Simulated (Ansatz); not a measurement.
# Li: the cost of one run

Computed with Ansatz 0.2.0 (DFT LDA, scalar-relativistic, unless a step's input says otherwise).

**1. Starting point**

Symmetry: Im-3m, No. 229, cubic system. Conventional cell: a = 3.500 Å, b = 3.500 Å, c = 3.500 Å, α = 90.00°, β = 90.00°, γ = 90.00°. Around Li (site symmetry m-3m) lie 8 Li at 3.03 Å.

Coordinates:

```cif
data_structure
_symmetry_space_group_name_H-M 'Im-3m'
_symmetry_Int_Tables_number 229
_cell_length_a 3.5000
_cell_length_b 3.5000
_cell_length_c 3.5000
_cell_angle_alpha 90.000
_cell_angle_beta 90.000
_cell_angle_gamma 90.000
_cell_volume 42.87
loop_
_atom_site_label
_atom_site_type_symbol
_atom_site_symmetry_multiplicity
_atom_site_Wyckoff_symbol
_atom_site_fract_x
_atom_site_fract_y
_atom_site_fract_z
_atom_site_occupancy
Li1 Li 2 a 0.00000 0.00000 0.00000 1
```

The file gives the conventional cell by its symmetry; the runs use the cell typed in the input.

**2. Volume × 0.94, LAPW**

The input, input.yaml:

```yaml
crystal:
  lattice:
    - [-1.7142756902, 1.7142756902, 1.7142756902]
    - [1.7142756902, -1.7142756902, 1.7142756902]
    - [1.7142756902, 1.7142756902, -1.7142756902]
  atoms:
    - { symbol: Li, position: [0.0, 0.0, 0.0] }
kpoints:
  mp_grid: { grid: [13, 13, 13] }
  band_path:
    path:
      - [0.0, 0.0, 0.0]
      - [0.5, -0.5, 0.5]
      - [0.0, 0.0, 0.5]
      - [0.0, 0.0, 0.0]
      - [0.25, 0.25, 0.25]
      - [0.5, -0.5, 0.5]
      - [0.25, 0.25, 0.25]
      - [0.0, 0.0, 0.5]
    npoints: 5
scf:
  occupations: { method: fermi_dirac, width: 0.05 }
hamiltonian:
  xc: lda
  pseudopotentials: { kind: all_electron, lapw: { basis_error: 0.00025 } }
output:
  forces: true
  stress: true
  eigenvalues: true
```

On the command line:

```sh
$ ansatz run input.yaml --threads 1 --pin off --max-ram 3072MiB --backend cpu --events-out ev --progress --plain --runs-dir out
```

Q: Estimate wall time and peak memory on 1 thread of Arm Neoverse V1, shared host.

About 1.5 s, with a peak of 0.18 GiB.
